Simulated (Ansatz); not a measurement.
# ClFH₄HfN₂: basis-set convergence

How large a basis does ClFH₄HfN₂ need? Two functionals are run in growing sets.

Computed with Ansatz 0.2.0, Gaussian basis. Level: one geometry, several basis sets.

Plan: PBE0-D4/def2-SVP; ωB97M-V/def2-SVP; PBE0-D4/def2-QZVPP; ωB97M-V/def2-QZVPP; the functionals' def2-TZVPP values are taken from earlier runs.

**1. The relaxed structure**

All runs share one geometry, relaxed beforehand with PBE0-D4 in a triple-zeta def2 set. Hf takes the def2 core potential; no spin-orbit term is included.

SMILES `[NH2][Hf]([NH2])([F])[Cl]`, 9 atoms, charge 0, spin multiplicity 1.

Atoms are counted from 1 here; the program's logs count them from 0.

Bond lengths: N1–Hf2 2.016 Å, N1–H6 1.011 Å, N1–H7 1.011 Å, Hf2–N3 2.021 Å, Hf2–F4 1.910 Å, Hf2–Cl5 2.372 Å, N3–H8 1.010 Å, N3–H9 1.011 Å. Angles: Hf2–N1–H6 126.2°, Hf2–N1–H7 124.9°, H6–N1–H7 108.7°, N1–Hf2–N3 106.0°, N1–Hf2–F4 109.9°, N1–Hf2–Cl5 110.7°, N3–Hf2–F4 109.0°, N3–Hf2–Cl5 109.3°, F4–Hf2–Cl5 111.8°, Hf2–N3–H8 125.9°, Hf2–N3–H9 125.2°, H8–N3–H9 108.9°.

**2. PBE0-D4 in def2-SVP**

in.yaml reads:

```yaml
crystal:
  periodic: [false, false, false]
  atoms:
    - {symbol: N, position_ang: [1.064993, 1.300011, -0.217226]}
    - {symbol: Hf, position_ang: [-0.305785, -0.125166, -0.609137]}
    - {symbol: N, position_ang: [-0.493851, -1.198467, 1.092664]}
    - {symbol: F, position_ang: [0.325351, -1.271078, -2.001179]}
    - {symbol: Cl, position_ang: [-2.397948, 0.850725, -1.154189]}
    - {symbol: H, position_ang: [2.029238, 1.299904, -0.520579]}
    - {symbol: H, position_ang: [0.869498, 2.179183, 0.242934]}
    - {symbol: H, position_ang: [-0.033420, -1.004160, 1.969815]}
    - {symbol: H, position_ang: [-1.058077, -2.030932, 1.196886]}
basis:
  gaussian: {orbitals: def2-SVP}
hamiltonian: {xc: pbe0, dispersion: d4}
output: {orbitals: {seedname: orbitals}}
```

Launch:

```
$ ansatz run in.yaml --threads 4 --pin off --events-out ev --progress --plain --max-ram 10444MiB
```

The runs that follow: ωB97M-V in def2-SVP; PBE0-D4 in def2-QZVPP; ωB97M-V in def2-QZVPP.

**Question.** What will the summary of the whole plan be? Wanted: PBE0-D4: double and triple zeta above quadruple; ωB97M-V: double and triple zeta above quadruple.

**Answer**, as computed:

| quantity | value |
| --- | --- |
| PBE0-D4: double and triple zeta above quadruple | 12.46, 0.72 eV |
| ωB97M-V: double and triple zeta above quadruple | 12.61, 0.67 eV |

In words: PBE0-D4 gains 11.75 eV from double to triple zeta, then 0.72 eV more. Total energies overstate the basis error of differences, where much of it tends to cancel. The LUMO of ωB97M-V is positive and keeps falling with the basis (1.12 to 0.43 eV): an unbound level that the basis holds in place.
